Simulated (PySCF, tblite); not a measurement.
# C₄H₁₂PSi₂ radical: geometry, infrared bands and EPR parameters

What infrared bands and EPR parameters should C₄H₁₂PSi₂ radical (`C=C[C@@H](C)[SiH][SiH2]P`) show?

Computed with tblite 0.8.0 and PySCF 2.14.0, with density-fitted response routines of our own, on a single molecule in the gas phase. Atoms are numbered from 0 throughout.

## Step 1: The molecule as given

19 atoms, charge 0, multiplicity 2; geometry from: force field or distance geometry start.

Bonds of the start (Å): C0–C1 1.34, C1–C2 1.53, C2–C3 1.54, C2–Si4 1.89, Si4–Si5 2.29, Si5–P6 2.22, C0–H7 1.09, C0–H8 1.09, C1–H9 1.08, C2–H10 1.09, C3–H11 1.10, C3–H12 1.10, C3–H13 1.11, Si4–H14 1.49, Si5–H15 1.48, Si5–H16 1.48, P6–H17 1.41, P6–H18 1.41.

## Step 2: Geometry optimisation with GFN2-xTB

Job settings and geometry (Å):

```
{"job": {"kind": "relax", "xc": "GFN2-xTB", "basis": "xTB"}, "charge": 0, "multiplicity": 2}
C     -0.932900     1.966500    -0.573600
C     -1.228500     0.672000    -0.725700
C     -0.968700    -0.376600     0.359800
C     -2.323300    -0.975700     0.770200
Si     0.291300    -1.683100    -0.167600
Si     2.345900    -0.719000    -0.478200
P      2.974600     0.407800     1.333300
H     -0.501500     2.371000     0.344100
H     -1.144400     2.669600    -1.372600
H     -1.678100     0.331400    -1.646600
H     -0.562100     0.115300     1.243600
H     -2.811300    -1.518700    -0.046900
H     -3.018200    -0.203800     1.135100
H     -2.188700    -1.697100     1.598500
H     -0.181000    -2.380400    -1.398000
H      3.372300    -1.762500    -0.718800
H      2.348100     0.238300    -1.611000
H      2.100800     1.500700     1.172000
H      4.096100     1.053600     0.775000
```

Started as:

```sh
> OMP_NUM_THREADS=1 python probes_run.py task.json out
```

One launch serves the whole session: the jobs run in the order shown.

What it wrote:

```text
step      E/eV     max force
  0    -559.26159    1.543
  1    -559.33039    0.561
  2    -559.35403    0.522
  3    -559.36509    0.266
  4    -559.37732    0.330
  5    -559.38982    0.281
  6    -559.39588    0.231
  7    -559.40150    0.165
  8    -559.40721    0.234
  9    -559.41313    0.196
 10    -559.41920    0.248
 11    -559.42646    0.243
 12    -559.43478    0.345
 13    -559.44205    0.298
 14    -559.44630    0.120
 15    -559.44861    0.114
 16    -559.45043    0.135
 17    -559.45246    0.156
 18    -559.45473    0.106
 19    -559.45681    0.109
 20    -559.45832    0.096
 21    -559.45936    0.084
 22    -559.46020    0.075
 23    -559.46108    0.065
 24    -559.46221    0.088
 25    -559.46360    0.120
 26    -559.46495    0.106
 27    -559.46594    0.067
 28    -559.46658    0.061
 29    -559.46707    0.058
 30    -559.46758    0.058
 31    -559.46802    0.048
 32    -559.46836    0.041
 33    -559.46868    0.044
 34    -559.46908    0.050
 35    -559.46963    0.067
 36    -559.47026    0.060
 37    -559.47080    0.051
 38    -559.47124    0.054
 39    -559.47172    0.061
 40    -559.47236    0.081
 41    -559.47307    0.084
 42    -559.47371    0.055
 43    -559.47424    0.046
 44    -559.47476    0.069
 45    -559.47535    0.084
 46    -559.47593    0.069
 47    -559.47641    0.045
 48    -559.47686    0.049
 49    -559.47744    0.077
 50    -559.47819    0.086
 51    -559.47905    0.094
 52    -559.47980    0.071
 53    -559.48032    0.052
 54    -559.48073    0.056
 55    -559.48115    0.062
 56    -559.48155    0.072
 57    -559.48187    0.056
 58    -559.48218    0.050
 59    -559.48248    0.045
 60    -559.48303    0.061
 61    -559.48341    0.065
 62    -559.48392    0.045
 63    -559.48422    0.041
 64    -559.48445    0.035
 65    -559.48468    0.041
 66    -559.48494    0.047
 67    -559.48514    0.038
 68    -559.48527    0.021
 69    -559.48535    0.021
 70    -559.48545    0.023
 71    -559.48557    0.027
 72    -559.48567    0.023
 73    -559.48574    0.019
 74    -559.48582    0.021
 75    -559.48597    0.034
 76    -559.48614    0.039
 77    -559.48629    0.031
 78    -559.48639    0.029
 79    -559.48650    0.033
 80    -559.48665    0.034
 81    -559.48686    0.033
 82    -559.48705    0.030
 83    -559.48722    0.033
 84    -559.48741    0.035
 85    -559.48766    0.045
 86    -559.48794    0.045
 87    -559.48818    0.025
 88    -559.48830    0.040
 89    -559.48841    0.025
 90    -559.48849    0.024
 91    -559.48869    0.024
 92    -559.48881    0.024
 93    -559.48904    0.029
 94    -559.48921    0.035
 95    -559.48938    0.036
 96    -559.48955    0.038
 97    -559.48973    0.043
 98    -559.48993    0.033
 99    -559.49017    0.031
100    -559.49030    0.028
101    -559.49050    0.026
102    -559.49063    0.021
103    -559.49072    0.022
104    -559.49079    0.024
105    -559.49086    0.019
106    -559.49102    0.023
107    -559.49112    0.024
108    -559.49135    0.027
109    -559.49161    0.035
110    -559.49190    0.031
111    -559.49207    0.048
112    -559.49209    0.038
113    -559.49221    0.016
114    -559.49224    0.016
115    -559.49233    0.011
116    -559.49235    0.009
```

Wall time 0.98 s (1 thread of Arm Neoverse V2, shared host); peak memory 0.18 GiB.

Step by step: (not every step is listed)

```
step  energy from step 0 (eV)  largest force (eV/Å)
   0                   0.0000                1.5434
   1                  -0.0688                0.5608
   2                  -0.0924                0.5218
   3                  -0.1035                0.2657
   4                  -0.1157                0.3303
   5                  -0.1282                0.2806
   6                  -0.1343                0.2306
   7                  -0.1399                0.1649
   8                  -0.1456                0.2341
  18                  -0.1931                0.1056
  28                  -0.2050                0.0609
  38                  -0.2097                0.0541
  48                  -0.2153                0.0488
  58                  -0.2206                0.0501
  68                  -0.2237                0.0210
  78                  -0.2248                0.0285
  88                  -0.2267                0.0399
  98                  -0.2283                0.0327
 108                  -0.2298                0.0266
 111                  -0.2305                0.0475
 112                  -0.2305                0.0384
 113                  -0.2306                0.0163
 114                  -0.2307                0.0159
 115                  -0.2307                0.0108
 116                  -0.2308                0.0094
```

Distances of close pairs at the start and the end, largest changes first:

```
   bond  before (Å)  after (Å)  change (Å)
 C2–Si4       1.890      1.936      +0.046
  C1–C2       1.531      1.486      -0.046
 P6–H18       1.409      1.377      -0.033
 P6–H17       1.409      1.378      -0.030
 Si5–P6       2.224      2.253      +0.029
 C3–H13       1.107      1.088      -0.019
Si4–H14       1.491      1.478      -0.013
  C0–H7       1.092      1.079      -0.012
```

The end geometry stands in the next job.

## Step 3: Vibrational analysis with GFN2-xTB

Job settings and geometry (Å):

```
{"job": {"kind": "ir", "xc": "GFN2-xTB", "basis": "xTB"}, "charge": 0, "multiplicity": 2}
C     -0.743137     1.857753    -0.610097
C     -1.324674     0.668471    -0.586551
C     -1.070440    -0.376646     0.438423
C     -2.348095    -1.105234     0.841446
Si     0.254716    -1.544982    -0.354478
Si     2.316995    -0.581484    -0.610474
P      2.508783     0.666971     1.254922
H     -0.052316     2.159032     0.162477
H     -0.935173     2.577283    -1.387649
H     -2.018329     0.389009    -1.369861
H     -0.621243     0.088991     1.321828
H     -2.806384    -1.581908    -0.022877
H     -3.067953    -0.405729     1.265045
H     -2.137258    -1.872034     1.583617
H     -0.381713    -2.138123    -1.549123
H      3.338770    -1.633687    -0.485152
H      2.785949     0.237516    -1.747516
H      2.407308     1.887226     0.622144
H      3.884391     0.716825     1.226415
```

What it wrote:

```text
mode    cm-1     km/mol
  1      16.8      1.05
  2      44.0      2.55
  3      46.0      0.12
  4      80.4      0.27
  5     130.1      2.81
  6     151.4      2.74
  7     209.8      1.19
  8     217.4      0.74
  9     252.8      0.47
 10     296.4      0.96
 11     355.8     49.59
 12     400.3     29.25
 13     442.1     26.70
 14     459.6     11.02
 15     503.1     10.68
 16     523.8     32.42
 17     596.3     34.72
 18     611.9    425.58
 19     618.9     45.65
 20     690.4     43.11
 21     694.4     52.13
 22     711.8      0.92
 23     826.5    290.49
 24     868.9     21.91
 25     897.0     13.63
 26     980.0      1.51
 27    1010.0      4.31
 28    1028.6     28.54
 29    1100.4      3.02
 30    1151.6     11.14
 31    1169.5     14.85
 32    1208.9      1.71
 33    1270.0      2.46
 34    1307.9      0.47
 35    1413.0      3.50
 36    1415.1      1.47
 37    1498.1      1.86
 38    1505.4      5.29
 39    1680.3     20.29
 40    2091.7    251.49
 41    2123.3    351.45
 42    2163.4    189.46
 43    2336.2     94.24
 44    2428.7    138.57
 45    2926.6     35.75
 46    3010.4     37.18
 47    3024.9     23.99
 48    3031.9     17.32
 49    3045.8     39.03
 50    3083.3     31.58
 51    3119.3     53.30
```

Run time: 0.83 s. Hardware: 1 thread of Arm Neoverse V2, shared host; peak memory 0.18 GiB.

The strongest bands and the atoms that carry them (share of the mass-weighted mode):

```
cm⁻¹  km/mol                                   atoms
 612   425.6  H15 30 %, H14 28 %, H16 17 %, Si4 12 %
 826   290.5                      H15 50 %, H16 44 %
2092   251.5                                H16 93 %
2123   351.4                                H14 96 %
2163   189.5                                H15 93 %
2336    94.2                      H17 57 %, H18 40 %
2429   138.6                      H18 57 %, H17 40 %
3119    53.3                        H8 79 %, H7 11 %
```

## Step 4: g tensor and hyperfine couplings: B3LYP/pcH-1

Settings changed since step 3:

```diff
@@ -1,2 +1,2 @@
-{"job": {"kind": "ir", "xc": "GFN2-xTB", "basis": "xTB"}, "charge": 0, "multiplicity": 2}
+{"job": {"kind": "epr", "basis": "pcH-1"}, "charge": 0, "multiplicity": 2}
 C     -0.743137     1.857753    -0.610097
```

Method: UKS B3LYP, pcH-1 on C H P Si, non-relativistic, mean-field spin-orbit, GIAO.

What it wrote:

```text
UKS, coarse grid
  cycle   1  E = -1079.90527280  |g| = 3.58e-01
  cycle   2  E = -1079.85291513  |g| = 4.45e-01
  cycle   3  E = -1079.96641940  |g| = 6.00e-02
  cycle   4  E = -1079.96849269  |g| = 2.43e-02
  cycle   5  E = -1079.96881288  |g| = 8.02e-03
  cycle   6  E = -1079.96884001  |g| = 3.86e-03
  cycle   7  E = -1079.96884976  |g| = 1.29e-03
  cycle   8  E = -1079.96885232  |g| = 4.95e-04
UKS, final grid
  cycle   1  E = -1079.96877021  |g| = 6.16e-04
  cycle   2  E = -1079.96876998  |g| = 9.35e-04
  cycle   3  E = -1079.96877043  |g| = 1.41e-04
  cycle   4  E = -1079.96877044  |g| = 4.39e-05
  cycle   5  E = -1079.96877045  |g| = 2.70e-05
E = -1079.96877045 Eh   <S^2> = 0.7543 (exact 0.7500)
g shifts (ppm)      1          2          3
  rmc          -130       -130       -130
  gc             18         50         42
  oz_so        -110       1253       2337
  total        -222       1174       2250
hyperfine (MHz)  atom isotope    a_iso     a_fc   dipolar eigenvalues
    0   13C       9.43       9.44     -9.76     -9.24     19.00
    1   13C      21.12      21.13     -8.23      1.62      6.62
    2   13C      12.10      12.08     -3.70     -3.33      7.03
    3   13C       1.18       1.19     -0.73     -0.39      1.12
    4  29Si    -341.02    -341.93   -163.35     80.93     82.42
    5  29Si     -51.97     -52.02     -8.87      2.52      6.34
    6   31P      -4.39      -4.40     -0.62      0.17      0.44
    7    1H      -7.16      -7.15     -3.75     -0.06      3.81
    8    1H      -6.35      -6.35     -4.98     -0.47      5.45
    9    1H       1.98       1.98     -2.30     -0.68      2.98
   10    1H      -2.49      -2.49     -3.60     -1.81      5.41
   11    1H      -0.18      -0.19     -1.87     -1.47      3.33
   12    1H      -1.51      -1.51     -1.16     -0.82      1.98
   13    1H      -0.44      -0.44     -2.60     -1.74      4.33
   14    1H      12.36      12.33     -9.22      1.40      7.82
   15    1H       7.34       7.35     -2.70     -1.17      3.87
   16    1H      63.34      63.34     -1.81     -0.72      2.53
   17    1H      -0.07      -0.07     -0.81     -0.73      1.54
   18    1H      -0.12      -0.12     -0.78     -0.54      1.32
```

Wall time 2.6 min (1 thread of Arm Neoverse V2, shared host); peak memory 1.2 GiB.

Principal g values 2.00210, 2.00349, 2.00457; g(iso) = 2.00339, against 2.00232 for a free electron.

Mean a(iso) over the nuclei that a row names, and the largest dipolar term of the row (other rows stand at the frozen geometry):

```
nuclei  isotope  a(iso) (MHz)  a(iso) (G, at g = 2.0023)  largest dipolar term (MHz)
   Si4     29Si        -341.0                     -121.7                      -163.3
   H16       1H          63.3                       22.6                         2.5
   Si5     29Si         -52.0                      -18.5                        -8.9
    C1      13C          21.1                        7.5                        -8.2
   H14       1H          12.4                        4.4                        -9.2
    C2      13C          12.1                        4.3                         7.0
    C0      13C           9.4                        3.4                        19.0
   H15       1H           7.3                        2.6                         3.9
    H7       1H          -7.2                       -2.6                         3.8
    H8       1H          -6.4                       -2.3                         5.4
    P6      31P          -4.4                       -1.6                        -0.6
   H10       1H          -2.5                       -0.9                         5.4
    H9       1H           2.0                        0.7                         3.0
    C3      13C           1.2                        0.4                         1.1
```

Mulliken spin populations:

C0 0.12; C1 -0.05; C2 0.00; C3 0.00; Si4 0.91; Si5 0.01; P6 0.00; H7 0.00; H8 -0.01; H9 0.00; H10 0.00; H11 0.00; H12 0.00; H13 0.00; H14 -0.01; H15 0.00; H16 0.04; H17 0.00; H18 0.00

In first order the couplings over 0.8 MHz of 1H, 31P give 224 distinct lines over 37.6 G, if the averaged nuclei exchange fast.

The fields below are evaluated on a grid from the run's orbitals.

ELF in a plane through or near 6 of the atoms.

Values, 10 rows by 14 columns:
```
0.00 0.00 0.00 0.00 0.00 0.00 0.00 0.00 0.00 0.00 0.00 0.00 0.00 0.00
0.00 0.00 0.00 0.00 0.00 0.00 0.00 0.05 0.02 0.00 0.00 0.00 0.00 0.00
0.00 0.00 0.00 0.00 0.00 0.01 0.13 0.79 0.42 0.12 0.00 0.00 0.00 0.00
0.00 0.00 0.00 0.02 0.05 0.02 0.70 0.65 0.82 0.37 0.02 0.00 0.00 0.00
0.00 0.00 0.00 0.03 0.06 0.04 0.08 0.56 0.22 0.46 0.01 0.01 0.00 0.00
0.00 0.00 0.01 0.17 0.39 0.30 0.36 0.45 0.58 0.14 0.78 0.17 0.00 0.00
0.00 0.00 0.02 0.63 0.21 0.16 0.29 0.71 0.39 0.20 0.99 0.70 0.00 0.00
0.00 0.00 0.29 1.00 1.00 0.16 0.86 0.87 0.48 0.01 0.05 0.01 0.00 0.00
0.00 0.00 0.00 0.45 0.41 0.01 0.47 0.70 0.26 0.00 0.00 0.00 0.00 0.00
0.00 0.00 0.00 0.00 0.00 0.00 0.00 0.00 0.00 0.00 0.00 0.00 0.00 0.00
```
The map spans 13.0 Å across and 10.9 Å up, centred on the molecule. Atoms in the plane (x, y in Å): C0 (0.3, 2.0), C1 (1.1, 1.0), Si4 (0.0, -1.5), Si5 (-2.2, -1.0), H11 (3.1, -1.0), H15 (-3.0, -2.2).

log10 of the density (e/Å³) in the same plane.

Ten even steps from ' ' (-4.0) to '@' (1.7):
```
                                                        
                                                        
                        ..::::::::..                    
                    ..::--======----::                  
                  ..::--==++**++====--..                
            ..::::::--==++**####++====--..              
          ..::--------==**##@@%%**++==--::..            
        ..::----==----==++**######**++==--::..          
      ..::----============++**##%%##**==----::..        
      ..::--==++++++++====++++**##**++======--::..      
      ..::--==++******++++++********++++++++--::..      
      ..::--++++##@@##************++++**##**==::..      
      ..::==++****%%******@@@@**++++++****++==::..      
      ..--==++####**++****####**++==========--::        
      ..::==++****++==++++++**++==--------::..          
      ..::--========--==========----::......            
        ..::::----::::::--------::::..                  
            ............::::::::....                    
                            ......                      
                            ......                      
```
The map spans 13.0 Å across and 10.9 Å up, centred on the molecule. Atoms in the plane (x, y in Å): C0 (0.3, 2.0), C1 (1.1, 1.0), Si4 (0.0, -1.5), Si5 (-2.2, -1.0), H11 (3.1, -1.0), H15 (-3.0, -2.2).

On the surface of density 0.002 e/bohr³ the electrostatic potential runs, from the 1st to the 99th percentile, from -0.79 V near P6 to 0.88 V near Si5.

The spin density lies nearest to Si4 61 %; H14 9 %; C0 7 %.

## Step 5: Outcome

| quantity | value |
| --- | --- |
| strongest single infrared mode (GFN2-xTB) | 612 cm⁻¹, 426 km/mol |
| zero-point energy (GFN2-xTB) | 86.9 kcal/mol |
| g(iso) (B3LYP) | 2.00339 |
| ⟨S²⟩ | 0.754 (exact 0.75) |
| largest a(iso) (averaged by class) | 29Si on Si4, -341.0 MHz |
| surface potential, 1st and 99th percentile | -0.79 V and 0.88 V |

In words: Over 116 steps the energy fell by 0.231 eV; of the close pairs, C2–Si4 changed most, 1.890 to 1.936 Å. All 51 modes are real, so the xTB geometry is a minimum. The strongest single mode, at 612 cm⁻¹, is carried by H15, H14, H16, Si4. GFN2-xTB is a fitted tight-binding method: band positions and strengths are rough. Its intensities can rank the bands wrongly. Most of the unpaired spin sits on Si4 (0.91 e). The isotropic g lies 1.1 ppt above the free-electron value.
